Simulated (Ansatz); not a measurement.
Task: a point defect in a supercell of LiHfSe2, space group P-3m1, with Ansatz's Python interface. Give the script and its output. Settings (first run): LDA, PAW, the default cutoff (420 eV here), 2×2×2 k-points, Fermi-Dirac smearing of 0.15 eV.

```cif
data_structure
_symmetry_space_group_name_H-M 'P 1'
_symmetry_Int_Tables_number 1
_cell_length_a 3.7060
_cell_length_b 3.7060
_cell_length_c 6.5996
_cell_angle_alpha 90.000
_cell_angle_beta 90.000
_cell_angle_gamma 120.000
_cell_volume 78.50
loop_
_atom_site_label
_atom_site_type_symbol
_atom_site_fract_x
_atom_site_fract_y
_atom_site_fract_z
_atom_site_occupancy
Li1 Li 0.00000 0.00000 0.50000 1
Hf1 Hf 0.00000 0.00000 0.00000 1
Se1 Se 0.33333 0.66667 0.24830 1
Se2 Se 0.66667 0.33333 0.75170 1
```

The script, `run_defect.py`:
```python
import warnings

import ansatz as az
import numpy as np

warnings.simplefilter("ignore", az.DeckWarning)

vectors = np.array([
    [3.705978, 0.0, 0.0],
    [-1.852989, 3.209471, 0.0],
    [0.0, 0.0, 6.599564],
])
xtal = (
    az.Lattice.of(vectors)
    .atom("Li", [0.0, 0.0, 0.5])
    .atom("Hf", [0.0, 0.0, 0.0])
    .atom("Se", [1 / 3, 2 / 3, 0.248303])
    .atom("Se", [2 / 3, 1 / 3, 0.751697])
)
host = xtal.supercell(2, 2, 1)
defective = host.vacancy("Se", at=[2 / 3, 1 / 3, 0.751697])

def with_settings(structure):
    return (
        structure.calculation()
        .functional("LDA")
        .pseudopotentials("paw")
        .kpoints(2)
        .occupations(az.OccupationsMethod.FERMI_DIRAC, width=150 * az.meV)
        .band_table()
    )


perfect = with_settings(host).run().report
job = with_settings(defective).relax(force_tolerance=0.03, max_steps=25)
out = job.run()
data = out.report

n_host, n_defect = len(perfect["lattice"]["sites"]), len(data["lattice"]["sites"])
print(f"perfect cell: {n_host} atoms, F = {perfect['free_energy_ev']:.4f} eV")
print(f"defect cell:  {n_defect} atoms, F = {data['free_energy_ev']:.4f} eV")
print(f"difference {data['free_energy_ev'] - perfect['free_energy_ev']:.4f} eV (no chemical potentials)")

start = np.array([site.position for site in defective.resolved().sites])
step = np.array([site.position_frac for site in out.lattice.sites]) - start
moved = np.linalg.norm((step - np.round(step)) @ out.lattice.cell_ang, axis=1)
print("relaxation by atom (A):", " ".join(f"{site.symbol}:{d:.3f}" for site, d in zip(out.lattice.sites, moved)))

pull = np.linalg.norm(data["forces_ev_ang"], axis=1)
for atom in np.argsort(-pull)[:5]:
    print(f"force on {out.lattice.sites[atom].symbol}{atom}: {pull[atom]:.3f} eV/A")
```

Output of `python run_defect.py`:
```text
perfect cell: 16 atoms, F = -105801.9442 eV
defect cell:  15 atoms, F = -100414.5276 eV
difference 5387.4165 eV (no chemical potentials)
relaxation by atom (A): Li:0.116 Hf:0.089 Se:0.029 Li:0.016 Hf:0.019 Se:0.029 Se:0.041 Li:0.116 Hf:0.089 Se:0.029 Se:0.041 Li:0.116 Hf:0.089 Se:0.115 Se:0.041
force on Se13: 0.018 eV/A
force on Hf4: 0.009 eV/A
force on Se9: 0.007 eV/A
force on Se2: 0.007 eV/A
force on Se5: 0.007 eV/A
```

Caveats:
- Total energies depend on the potentials; only differences at equal settings carry meaning. A total without «per atom» is that of the cell as typed.
- No spin polarisation was allowed.
- For a metal this mesh is far too coarse, so the numbers only illustrate the procedure.
- The relaxation stopped at 0.018 eV/Å, so the energy gained is a lower bound and displacements are uncertain.
- A Fermi-Dirac width this large means warm electrons, whose thermal share enters the free energy.
- The difference holds no chemical potentials.
- Errors of mesh and smearing per atom add up over the supercell, so the energy can be off by tenths of an eV.
- Spin-orbit coupling, which matters for elements this heavy, is left out.
- This cell is a computed structure, which may not be the phase found in nature.
- The supercell is small, so the defect meets its images and the energies aren't those of an isolated defect; a partly filled defect level may also lower its energy by spin or distortion. For a charged cell the difference holds no correction, alignment or term for the electrons' reservoir.
- Hardware and time: 56 s on 1 thread of Arm Neoverse V2, with other jobs on the host, peak memory 0.72 GiB.

(Lines on the test bed's own set-up are left out of the output.)
